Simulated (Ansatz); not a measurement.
**AlN3H6: one species, many methods**

An exercise on one series of results from a longer session: the logs are not shown, and one member is left open.

The runs use Ansatz 0.2.0, Gaussian basis; functionals in def2-TZVPP, the program's frozen cores in correlated methods.

Levels to be run: LDA (SPW92), PBE-D4, revPBE-D4, BLYP-D4, r2SCAN-D4, B97M-V, PBE0-D4, B3LYP-D4, r2SCANh-D4, r2SCAN0-D4, HSE06-D4, BHLYP-D4, CAM-B3LYP-D4, LC-ωPBE, ωB97X-V, ωB97M-V, B2PLYP, PBE-QIDH; CCSD(T)/def2-SVP; CCSD(T)/def2-TZVPP; MP2/def2-QZVPP; extrapolation to the limit; RPA on PBE.

**The relaxed structure**

All runs share one geometry, relaxed beforehand with PBE0-D4 in a triple-zeta def2 set.

SMILES `[NH2][Al]([NH2])[NH2]`, 10 atoms, charge 0, spin multiplicity 1.

Atoms are counted from 1 here; the program's logs count them from 0.

Bond lengths: N1–Al2 1.771 Å, N1–H5 1.006 Å, N1–H6 1.006 Å, Al2–N3 1.771 Å, Al2–N4 1.771 Å, N3–H7 1.006 Å, N3–H8 1.006 Å, N4–H9 1.006 Å, N4–H10 1.006 Å. Angles: Al2–N1–H5 125.0°, Al2–N1–H6 125.0°, H5–N1–H6 110.0°, N1–Al2–N3 120.0°, N1–Al2–N4 120.0°, N3–Al2–N4 120.0°, Al2–N3–H7 125.0°, Al2–N3–H8 125.0°, H7–N3–H8 110.0°, Al2–N4–H9 125.0°, Al2–N4–H10 125.0°, H9–N4–H10 110.0°.

The first run:

File in.yaml:

```yaml
crystal:
  periodic: [false, false, false]
  atoms:
    - {symbol: N, position_ang: [-1.484907, 0.319837, -0.894429]}
    - {symbol: Al, position_ang: [0.007880, -0.005225, 0.001015]}
    - {symbol: N, position_ang: [0.539367, -1.674423, 0.260194]}
    - {symbol: N, position_ang: [0.970279, 1.339112, 0.635406]}
    - {symbol: H, position_ang: [-1.762501, 1.220750, -1.245139]}
    - {symbol: H, position_ang: [-2.179581, -0.369436, -1.126873]}
    - {symbol: H, position_ang: [1.259837, -1.956987, 0.902668]}
    - {symbol: H, position_ang: [0.165298, -2.478954, -0.213598]}
    - {symbol: H, position_ang: [0.657908, 2.293250, 0.696751]}
    - {symbol: H, position_ang: [1.909420, 1.260677, 0.986905]}
basis:
  gaussian: {orbitals: def2-TZVPP}
hamiltonian: {xc: lda}
output: {orbitals: {seedname: orbitals}}
```

On the command line:

```
ansatz run in.yaml --threads 4 --pin off --events-out ev --progress --plain --max-ram 10444MiB
```

Steps of the session up to this table: LDA; PBE-D4 (GGA); revPBE-D4 (GGA); BLYP-D4 (GGA); r2SCAN-D4 (meta-GGA); B97M-V (meta-GGA); PBE0-D4 (hybrid); B3LYP-D4 (hybrid); r2SCANh-D4 (hybrid); r2SCAN0-D4 (hybrid); HSE06-D4 (hybrid); BHLYP-D4 (hybrid); CAM-B3LYP-D4 (range-separated); LC-ωPBE (range-separated); ωB97X-V (range-separated); ωB97M-V (range-separated); B2PLYP (double hybrid); PBE-QIDH (double hybrid).

One table of the session follows, with a row left open; its other results are not shown here.

It belongs to the step «Orbital energies across the functionals». 

```
  functional  HOMO (eV)  LUMO (eV)  gap (eV)
 LDA (SPW92)      -5.47      -0.64      4.83
      PBE-D4      -5.30      -0.50      4.80
   revPBE-D4      -5.24      -0.41      4.83
     BLYP-D4      -5.17      -0.50      4.68
   r2SCAN-D4      -5.60       0.08      5.68
      B97M-V      -5.64      -0.35      5.29
     PBE0-D4      -6.74       0.30      7.04
    B3LYP-D4      -6.48      -0.02      6.46
  r2SCANh-D4      -6.14       0.32      6.46
  r2SCAN0-D4          ?          ?         ?
    HSE06-D4      -6.33      -0.07      6.26
    BHLYP-D4      -8.08       0.92      9.00
CAM-B3LYP-D4      -8.19       1.08      9.28
     LC-ωPBE      -9.65       2.38     12.03
     ωB97X-V      -9.24       2.13     11.37
     ωB97M-V      -9.14       1.73     10.87
```

**Question.** Estimate the row for r2SCAN0-D4.

Worked estimate for «HOMO (eV)». Against the share of exact exchange, r2SCAN-D4 (0, -5.60), r2SCANh-D4 (0.1, -6.14) give a slope of -5.40 per unit share; at 0.25 the line stands at -6.95.

As computed: HOMO (eV): -6.95; LUMO (eV): 0.66; gap (eV): 7.61. In «HOMO (eV)» the line misses by 0.00.
